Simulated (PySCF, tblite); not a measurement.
# C10H12O2S: excited states

Wanted: excited states for C10H12O2S (`CC1=CC=C/C(=C/S(C)(=O)=O)C=C1`).

Programs: tblite 0.8.0 and PySCF 2.14.0, with routines of our own; each step states its level. All values are computed. Atoms count from 0.

## (1) The starting structure

25 atoms, charge 0, multiplicity 1; geometry from: force field or distance geometry start.

## (2) Relaxing the molecule with GFN2-xTB

The job: settings as JSON, then the geometry in Å.

```
{"job": {"kind": "relax", "xc": "GFN2-xTB", "basis": "xTB"}, "charge": 0, "multiplicity": 1}
C      3.522100     1.248300     0.285600
C      2.294900     0.403100     0.043500
C      2.567600    -0.735700    -0.603900
C      1.611400    -1.782200    -1.010300
C      0.293400    -1.878600    -0.788700
C     -0.556800    -0.913300    -0.110700
C     -1.824600    -1.203000    -0.016600
S     -3.004000    -0.186900     0.773900
C     -3.305800     1.263400    -0.191200
O     -4.303900    -1.003500     0.742100
O     -2.753400     0.058100     2.206600
C     -0.149400     0.347000     0.493500
C      1.029600     0.928700     0.587100
H      3.591300     1.569100     1.339900
H      3.322700     2.195800    -0.311900
H      4.442700     0.776300    -0.037500
H      3.588200    -0.918100    -0.899700
H      2.029800    -2.639800    -1.542500
H     -0.154200    -2.759000    -1.186500
H     -2.130700    -2.159300    -0.459600
H     -2.595100     1.295900    -1.034400
H     -4.317300     1.143200    -0.686800
H     -3.357800     2.202000     0.403100
H     -0.978400     0.880000     0.935900
H      1.127100     1.892700     1.078200
```

On the command line:

```console
OMP_NUM_THREADS=1 python excited_run.py task.json out
```

One launch serves the whole session: the jobs run in the order shown.

Standard output:

```text
step      E/eV     max force
  0   -1055.02761    6.954
  1   -1055.72087    2.743
  2   -1055.86274    0.854
  3   -1055.93971    0.765
  4   -1056.00204    0.676
  5   -1056.03330    0.592
  6   -1056.06211    0.348
  7   -1056.07927    0.345
  8   -1056.09131    0.212
  9   -1056.09950    0.179
 10   -1056.10618    0.240
 11   -1056.11074    0.180
 12   -1056.11382    0.110
 13   -1056.11638    0.104
 14   -1056.11852    0.093
 15   -1056.11999    0.084
 16   -1056.12088    0.055
 17   -1056.12151    0.062
 18   -1056.12208    0.063
 19   -1056.12253    0.040
 20   -1056.12282    0.031
 21   -1056.12304    0.032
 22   -1056.12325    0.039
 23   -1056.12352    0.041
 24   -1056.12381    0.035
 25   -1056.12407    0.029
 26   -1056.12430    0.037
 27   -1056.12452    0.042
 28   -1056.12475    0.038
 29   -1056.12501    0.037
 30   -1056.12526    0.047
 31   -1056.12553    0.044
 32   -1056.12581    0.038
 33   -1056.12609    0.036
 34   -1056.12636    0.037
 35   -1056.12664    0.039
 36   -1056.12701    0.044
 37   -1056.12753    0.053
 38   -1056.12820    0.055
 39   -1056.12896    0.071
 40   -1056.12982    0.077
 41   -1056.13081    0.096
 42   -1056.13187    0.086
 43   -1056.13287    0.054
 44   -1056.13377    0.057
 45   -1056.13474    0.065
 46   -1056.13594    0.083
 47   -1056.13732    0.085
 48   -1056.13861    0.073
 49   -1056.13966    0.073
 50   -1056.13861    0.160
 51   -1056.14089    0.056
 52   -1056.14129    0.048
 53   -1056.14231    0.044
 54   -1056.14263    0.046
 55   -1056.14336    0.053
 56   -1056.14387    0.048
 57   -1056.14442    0.044
 58   -1056.14479    0.047
 59   -1056.14514    0.041
 60   -1056.14542    0.032
 61   -1056.14574    0.039
 62   -1056.14611    0.053
 63   -1056.14651    0.045
 64   -1056.14680    0.062
 65   -1056.14703    0.050
 66   -1056.14724    0.039
 67   -1056.14762    0.035
 68   -1056.14790    0.045
 69   -1056.14828    0.053
 70   -1056.14858    0.053
 71   -1056.14903    0.047
 72   -1056.14967    0.050
 73   -1056.15048    0.064
 74   -1056.15105    0.108
 75   -1056.15149    0.148
 76   -1056.15258    0.090
 77   -1056.15347    0.078
 78   -1056.15717    0.100
 79   -1056.15911    0.113
 80   -1056.16151    0.080
 81   -1056.15886    0.328
 82   -1056.16342    0.062
 83   -1056.16420    0.050
 84   -1056.16605    0.141
 85   -1056.16671    0.102
 86   -1056.16770    0.031
 87   -1056.16801    0.033
 88   -1056.16831    0.031
 89   -1056.16847    0.025
 90   -1056.16862    0.033
 91   -1056.16878    0.034
 92   -1056.16897    0.046
 93   -1056.16917    0.031
 94   -1056.16932    0.026
 95   -1056.16944    0.021
 96   -1056.16957    0.037
 97   -1056.16972    0.037
 98   -1056.16983    0.022
 99   -1056.16989    0.013
100   -1056.16993    0.016
101   -1056.16997    0.023
102   -1056.17003    0.022
103   -1056.17010    0.020
104   -1056.17016    0.021
105   -1056.17022    0.020
106   -1056.17030    0.030
107   -1056.17036    0.026
108   -1056.17041    0.014
109   -1056.17044    0.016
110   -1056.17047    0.015
111   -1056.17051    0.019
112   -1056.17056    0.016
113   -1056.17061    0.015
114   -1056.17065    0.014
115   -1056.17068    0.016
116   -1056.17071    0.017
117   -1056.17075    0.013
118   -1056.17078    0.014
119   -1056.17081    0.012
120   -1056.17084    0.020
121   -1056.17087    0.013
122   -1056.17091    0.013
123   -1056.17094    0.015
124   -1056.17097    0.015
125   -1056.17100    0.015
126   -1056.17104    0.014
127   -1056.17108    0.016
128   -1056.17112    0.021
129   -1056.17117    0.021
130   -1056.17122    0.016
131   -1056.17126    0.018
132   -1056.17131    0.017
133   -1056.17136    0.014
134   -1056.17142    0.014
135   -1056.17148    0.013
136   -1056.17153    0.013
137   -1056.17157    0.014
138   -1056.17160    0.013
139   -1056.17163    0.012
140   -1056.17167    0.015
141   -1056.17170    0.014
142   -1056.17175    0.015
143   -1056.17180    0.016
144   -1056.17185    0.016
145   -1056.17190    0.016
146   -1056.17194    0.012
147   -1056.17199    0.014
148   -1056.17203    0.015
149   -1056.17206    0.013
150   -1056.17209    0.010
151   -1056.17210    0.008
```

Run time: 2 s. Hardware: 1 thread of Arm Neoverse V1, shared host; peak memory 0.18 GiB.

The steps of the relaxation: (not every step is listed)

```
step  energy from step 0 (eV)  largest force (eV/Å)
   0                   0.0000                6.9539
   1                  -0.6933                2.7428
   2                  -0.8351                0.8541
   3                  -0.9121                0.7655
   4                  -0.9744                0.6764
   5                  -1.0057                0.5922
   6                  -1.0345                0.3480
   7                  -1.0517                0.3448
   8                  -1.0637                0.2121
  21                  -1.0954                0.0319
  34                  -1.0987                0.0372
  47                  -1.1097                0.0851
  60                  -1.1178                0.0318
  73                  -1.1229                0.0640
  86                  -1.1401                0.0315
  99                  -1.1423                0.0128
 112                  -1.1429                0.0157
 125                  -1.1434                0.0151
 138                  -1.1440                0.0126
 146                  -1.1443                0.0122
 147                  -1.1444                0.0136
 148                  -1.1444                0.0148
 149                  -1.1445                0.0131
 150                  -1.1445                0.0099
 151                  -1.1445                0.0081
```

Close pairs (by a distance rule), those that changed most:

```
  bond  before (Å)  after (Å)  change (Å)
 S7–O9       1.535      1.438      -0.097
 S7–C8       1.768      1.823      +0.055
C8–H21       1.133      1.082      -0.051
 C5–C6       1.304      1.353      +0.049
C0–H14       1.138      1.090      -0.048
 C2–C3       1.475      1.427      -0.048
C1–C12       1.474      1.437      -0.037
S7–O10       1.475      1.444      -0.031
```

The end geometry stands in the next job.

## (3) Infrared spectrum with GFN2-xTB

The job: settings as JSON, then the geometry in Å.

```
{"job": {"kind": "ir", "xc": "GFN2-xTB", "basis": "xTB"}, "charge": 0, "multiplicity": 1}
C      3.498848     1.352308     0.163868
C      2.357734     0.390495     0.012428
C      2.514908    -0.720337    -0.748351
C      1.582678    -1.772123    -0.994713
C      0.277715    -1.870406    -0.669775
C     -0.581241    -0.936490     0.028696
C     -1.911238    -1.183249     0.044534
S     -3.155317    -0.162975     0.781007
C     -3.313954     1.233758    -0.379555
O     -4.389769    -0.900065     0.749162
O     -2.737688     0.374940     2.054018
C     -0.055461     0.199438     0.754173
C      1.176329     0.743599     0.751077
H      3.787571     1.428802     1.211828
H      3.197427     2.345749    -0.167088
H      4.365740     1.041092    -0.412558
H      3.480577    -0.860080    -1.219161
H      1.999206    -2.606860    -1.546350
H     -0.234910    -2.771313    -0.984779
H     -2.350454    -2.029301    -0.451470
H     -2.361562     1.744811    -0.434247
H     -3.600799     0.830530    -1.341620
H     -4.082648     1.894152     0.001236
H     -0.785388     0.652131     1.412129
H      1.310759     1.605539     1.394644
```

Standard output:

```text
mode    cm-1     km/mol
  1      18.4      1.55
  2      60.6      1.50
  3      79.3      3.92
  4     114.9      1.25
  5     120.9      1.48
  6     132.4      2.55
  7     173.8      1.23
  8     229.1      1.69
  9     252.1      3.43
 10     268.1      0.44
 11     286.0      1.11
 12     298.5      2.62
 13     342.1      5.31
 14     368.0     10.67
 15     397.8     14.48
 16     447.1      6.08
 17     449.9     69.99
 18     498.6    134.31
 19     531.4      8.18
 20     591.3      0.54
 21     673.8     60.95
 22     700.9     26.94
 23     714.0     40.07
 24     748.7     78.13
 25     786.7     27.40
 26     810.5     39.41
 27     839.0      2.91
 28     840.7     53.79
 29     851.2    139.17
 30     856.3     14.86
 31     890.2      3.50
 32     931.4      6.13
 33     939.5      0.63
 34     965.9      0.25
 35     999.6      4.93
 36    1025.6     12.47
 37    1091.3    106.02
 38    1104.3    317.72
 39    1144.6     53.10
 40    1194.8      3.08
 41    1237.2    413.02
 42    1265.2     33.46
 43    1266.6      9.25
 44    1287.4     26.72
 45    1328.5      3.01
 46    1359.1      1.79
 47    1395.3     19.53
 48    1402.4     12.71
 49    1428.2      1.51
 50    1429.8      2.95
 51    1437.0      9.58
 52    1474.8      6.34
 53    1482.1     12.19
 54    1561.6    368.50
 55    1574.3     72.11
 56    1615.8      1.98
 57    1654.1     11.31
 58    3004.6     17.58
 59    3017.9     16.23
 60    3039.9      1.52
 61    3044.6     19.67
 62    3048.9     14.96
 63    3053.4     39.27
 64    3059.5     59.72
 65    3064.7      2.65
 66    3082.1      5.69
 67    3083.3     14.84
 68    3088.2      6.60
 69    3127.9     11.71
```

Wall time 1.8 s (1 thread of Arm Neoverse V1, shared host); peak memory 0.18 GiB.

Which atoms move in the most intense modes:

```
cm⁻¹  km/mol                                 atoms
 499   134.3            O10 28 %, S7 27 %, O9 21 %
 749    78.1           C6 29 %, C12 19 %, H19 12 %
 851   139.2  H22 26 %, H20 14 %, S7 12 %, C8 11 %
1091   106.0                              H19 25 %
1104   317.7            O10 29 %, O9 22 %, S7 19 %
1237   413.0            S7 40 %, O9 30 %, O10 19 %
1562   368.5                      C5 46 %, C6 31 %
1574    72.1   C1 22 %, C2 21 %, C3 13 %, C12 11 %
```

## (4) Excited states: TDA LC-wPBE/def2-SVP

The job, as its differences from that of step 3:

```diff
@@ -1,2 +1,2 @@
-{"job": {"kind": "ir", "xc": "GFN2-xTB", "basis": "xTB"}, "charge": 0, "multiplicity": 1}
+{"job": {"kind": "states", "xc": "LC-wPBE", "basis": "def2-SVP", "tda": true, "soc": true, "nstates": 8, "ntriplets": 6, "nquad": 4}, "charge": 0, "multiplicity": 1}
 C      3.498848     1.352308     0.163868
```

Level: TDA LC-wPBE/def2-SVP excited states, vertical, gas phase, spin-orbit mean-field couplings.

Standard output:

```text
coarse grid: 22096 points
cycle   1  E = -935.3296573541  dE =  3.656e+00  |g| = 1.207e+00  |ddm| = 6.024e+00
cycle   2  E = -935.1998778010  dE =  1.298e-01  |g| = 1.555e+00  |ddm| = 3.019e+00
cycle   3  E = -935.6367138936  dE = -4.368e-01  |g| = 9.994e-02  |ddm| = 1.764e+00
cycle   4  E = -935.6389310465  dE = -2.217e-03  |g| = 6.232e-02  |ddm| = 2.190e-01
cycle   5  E = -935.6400567426  dE = -1.126e-03  |g| = 1.366e-02  |ddm| = 9.486e-02
cycle   6  E = -935.6401469055  dE = -9.016e-05  |g| = 5.056e-03  |ddm| = 2.869e-02
cycle   7  E = -935.6401706624  dE = -2.376e-05  |g| = 2.577e-03  |ddm| = 1.286e-02
cycle   8  E = -935.6401794743  dE = -8.812e-06  |g| = 1.280e-03  |ddm| = 1.004e-02
final grid: 210712 points
cycle   9  E = -935.7961004014  dE = -5.300e-05  |g| = 5.646e-03  |ddm| = 4.509e-02
cycle  10  E = -935.7961053658  dE = -4.964e-06  |g| = 3.960e-03  |ddm| = 1.248e-02
cycle  11  E = -935.7961091361  dE = -3.770e-06  |g| = 6.010e-04  |ddm| = 4.973e-03
cycle  12  E = -935.7961092674  dE = -1.313e-07  |g| = 3.471e-04  |ddm| = 1.076e-03
cycle  13  E = -935.7961093064  dE = -3.902e-08  |g| = 1.174e-04  |ddm| = 6.661e-04
cycle  14  E = -935.7961093168  dE = -1.038e-08  |g| = 5.780e-05  |ddm| = 3.070e-04
cycle  15  E = -935.7961093341  dE = -1.736e-08  |g| = 2.582e-05  |ddm| = 2.288e-04
cycle  16  E = -935.7961093347  dE = -6.105e-10  |g| = 8.042e-06  |ddm| = 9.345e-05
converged SCF energy = -935.7961093347

Singlet excitations
state   eV       nm        f     d(h-e)  d(exc)  Lambda  PR(NTO)  |dmu|/D   mu/D   main configurations
  1   3.7756   328.4   0.05093   1.028   3.245   0.707   1.044    3.032    4.484   H->L 0.96
  2   4.6680   265.6   0.65649   0.624   3.288   0.765   1.252    2.374    8.972   H->L+1 0.88
  3   6.0462   205.1   0.00429   1.882   3.555   0.389   1.092    6.353    3.646   H-1->L+1 0.76
  4   6.3866   194.1   0.05100   1.403   3.403   0.393   1.670    3.995    3.893   H-7->L 0.29, H-2->L 0.14, H-2->L+1 0.13
  5   6.6184   187.3   0.01126   1.360   3.586   0.398   1.593                     H-2->L+1 0.52, H-3->L+1 0.11
  6   6.7341   184.1   0.31080   0.590   3.244   0.607   1.932                     H-3->L 0.25, H-3->L+1 0.20, H-6->L 0.19
  7   6.8067   182.2   0.69502   0.126   3.001   0.653   1.868                     H-3->L 0.34, H-3->L+1 0.26, H-6->L 0.08
  8   7.0946   174.8   0.00447   1.772   3.929   0.338   1.175                     H-1->L 0.38, H-8->L 0.30, H-2->L 0.11

Triplet excitations (Tamm-Dancoff)
state   eV     d(h-e)  d(exc)  Lambda  PR(NTO)   main configurations
  1   2.1663   0.466   2.877   0.692   1.142   H->L 0.88
  2   2.4466   0.090   2.986   0.765   1.141   H->L+1 0.88
  3   4.3551   0.094   2.484   0.724   1.485   H-3->L 0.73
  4   4.8843   0.224   2.449   0.588   2.432   H-3->L+1 0.29, H-6->L 0.29
  5   5.7042   0.747   3.279   0.463   1.294   H-1->L+1 0.48, H-5->L+1 0.10, H-6->L+1 0.09
  6   5.7982   0.357   3.201   0.579   1.328   H-6->L+1 0.40, H-1->L+1 0.28
S1 - T1 = 1.6094 eV

Spin-orbit couplings |<S|Hso|T>| (cm-1)
             T1       T2       T3       T4       T5       T6
S0        0.539    0.402    0.296    0.260    5.873    4.990
S1        0.052    0.196    0.648    0.095    0.872    0.267
S2        0.712    0.168    0.337    0.409    3.365    2.498
S3        0.495    1.373    0.979    0.207    2.631    0.782
S4        1.826    2.118    0.952    0.523    9.147    6.385
S5        0.417    3.961    1.720    0.584   15.660   10.432
S6        0.211    2.271    1.036    0.349    8.001    5.698
S7        0.722    1.249    0.702    0.301    5.789    4.313
S8        1.377    0.785    1.053    0.910    3.059    2.757
T1 sublevels (cm-1): 0.000 0.000 0.000   radiative rates (1/s): 0.00137 0.00225 0.00288
```

Run time: 2.7 min. Hardware: 1 thread of Arm Neoverse V1, shared host; peak memory 1.3 GiB.

In short:

```
  quantity    value
S1 less T1  1.61 eV
```

## (5) Results

| quantity | value |
| --- | --- |
| strongest single infrared mode (GFN2-xTB) | 1237 cm⁻¹, 413 km/mol |
| zero-point energy (GFN2-xTB) | 121.1 kcal/mol |
| S1 less T1 (step 4, TDA LC-wPBE/def2-SVP) | 1.61 eV |

What this shows: No mode is imaginary among the 69: a minimum at this level. The strongest single mode, at 1237 cm⁻¹, is carried by S7, O9, O10. GFN2-xTB is a fitted tight-binding method: band positions and strengths are rough. Its intensities can rank the bands wrongly. In step 4, the number of triplets below S1 is 2, and the largest singlet-triplet spin-orbit coupling is S5–T5, 15.66 cm⁻¹.
